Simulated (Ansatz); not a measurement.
# Ge16H: the cost of one run

Program: Ansatz 0.2.0. Level of theory: DFT LDA, plane waves, PAW, scalar-relativistic, no spin polarisation. These are calculated values, not measurements.

## 1. Starting point

The cell holds 17 atoms (Ge16H): a = 8.004 Å, b = 8.004 Å, c = 8.004 Å, α = 60.00°, β = 60.00°, γ = 60.00°.

Coordinates:

```
CELL_PARAMETERS angstrom
0.00000 5.66000 5.66000
5.66000 0.00000 5.66000
5.66000 5.66000 0.00000
ATOMIC_POSITIONS crystal
Ge 0.00000 0.00000 0.00000
Ge 0.12500 0.12500 0.12500
Ge 0.00000 0.00000 0.50000
Ge 0.12500 0.12500 0.62500
Ge 0.00000 0.50000 0.00000
Ge 0.12500 0.62500 0.12500
Ge 0.00000 0.50000 0.50000
Ge 0.12500 0.62500 0.62500
Ge 0.50000 0.00000 0.00000
Ge 0.62500 0.12500 0.12500
Ge 0.50000 0.00000 0.50000
Ge 0.62500 0.12500 0.62500
Ge 0.50000 0.50000 0.00000
Ge 0.62500 0.62500 0.12500
Ge 0.50000 0.50000 0.50000
Ge 0.62500 0.62500 0.62500
H 0.31495 0.30350 0.31991
```

## 2. Relaxing the start

The input, input.yaml:

```yaml
accuracy: low
crystal:
  lattice:
    - [0.0, 5.66, 5.66]
    - [5.66, 0.0, 5.66]
    - [5.66, 5.66, 0.0]
  atoms:
    - { symbol: Ge, position: [0.0, 0.0, 0.0] }
    - { symbol: Ge, position: [0.125, 0.125, 0.125] }
    - { symbol: Ge, position: [0.0, 0.0, 0.5] }
    - { symbol: Ge, position: [0.125, 0.125, 0.625] }
    - { symbol: Ge, position: [0.0, 0.5, 0.0] }
    - { symbol: Ge, position: [0.125, 0.625, 0.125] }
    - { symbol: Ge, position: [0.0, 0.5, 0.5] }
    - { symbol: Ge, position: [0.125, 0.625, 0.625] }
    - { symbol: Ge, position: [0.5, 0.0, 0.0] }
    - { symbol: Ge, position: [0.625, 0.125, 0.125] }
    - { symbol: Ge, position: [0.5, 0.0, 0.5] }
    - { symbol: Ge, position: [0.625, 0.125, 0.625] }
    - { symbol: Ge, position: [0.5, 0.5, 0.0] }
    - { symbol: Ge, position: [0.625, 0.625, 0.125] }
    - { symbol: Ge, position: [0.5, 0.5, 0.5] }
    - { symbol: Ge, position: [0.625, 0.625, 0.625] }
    - { symbol: H, position: [0.3149487, 0.3035024, 0.3199058] }
basis:
  ecutwfc: 420.0
kpoints:
  mp_grid: { grid: [3, 3, 3] }
hamiltonian:
  xc: lda
  pseudopotentials: { kind: paw, azcp: { folder: soft_1 } }
scf:
  occupations: { method: fermi_dirac, width: 0.05 }
  lower_state_search: "off"
relax:
  f_tol: 0.08
  max_steps: 25
  adjacent_minimum: "off"
```

On the command line:

```console
ansatz run input.yaml --threads 4 --pin off --max-ram 10240MiB --backend cpu --events-out ev --progress --plain --runs-dir out
```

What time and memory should one allow on 4 threads of AMD EPYC 9R45 (Zen 5), shared host?

About 53 s, with a peak of 1.5 GiB.
